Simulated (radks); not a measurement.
**Taking charge from the 3d level of La³²⁺ in fractions**

An exercise on one series of results from a longer session: the logs are not shown, and one member is left open.

Program: radks (a radial shooting solver on a logarithmic mesh, Libxc functionals) version 1. Level of theory: Dirac Kohn-Sham, PBE, spin-unpolarised, spherical densities, point nucleus. These are calculated values, not measurements, unless marked.

## What is computed

| Quantity | Value |
| --- | --- |
| element | lanthanum (Z = 57) |
| charge | +32 |
| electrons | 25 |
| configuration | [Ar] 3d(3/2: 4, 5/2: 3) |

A shell typed twice in an input gives the lower j, then the higher j.

Set-up of the first run:

Input:

```text
Z 57
configuration [Ar] 3d4 3d3
relativity Dirac
functional pbe,pbe
spin unpolarised
j_filling energy
nucleus point
c 137.035999084
```

Steps of the session up to this table: Start: [Ar] 3d(3/2: 4, 5/2: 3).

One of the session's tables, all rows but one given; the rest of the session is left out.

It belongs to the step «Start: [Ar] 3d(3/2: 4, 5/2: 3)». Sizes of the orbitals, from the radial functions (bohr):

| level | <r> | outermost maximum (interpolated) | 90 % within | nodes |
| --- | --- | --- | --- | --- |
| 2s1/2 | 0.1065 | 0.0909 | 0.165 | 1 |
| 2p1/2 | 0.08951 | 0.0694 | 0.147 | 0 |
| 2p3/2 | 0.09553 | 0.0745 | 0.155 | 0 |
| 3s1/2 | ? | ? | ? | ? |
| 3p1/2 | 0.2625 | 0.241 | 0.392 | 1 |
| 3p3/2 | 0.2730 | 0.251 | 0.406 | 1 |
| 3d3/2 | 0.2412 | 0.199 | 0.373 | 0 |
| 3d5/2 | 0.2444 | 0.202 | 0.377 | 0 |

Q: Estimate the row for 3s1/2 from the others.

As computed: <r>: 0.2741; outermost maximum (interpolated): 0.255; 90 % within: 0.401; nodes: 2. In the column «<r>» it is the highest.
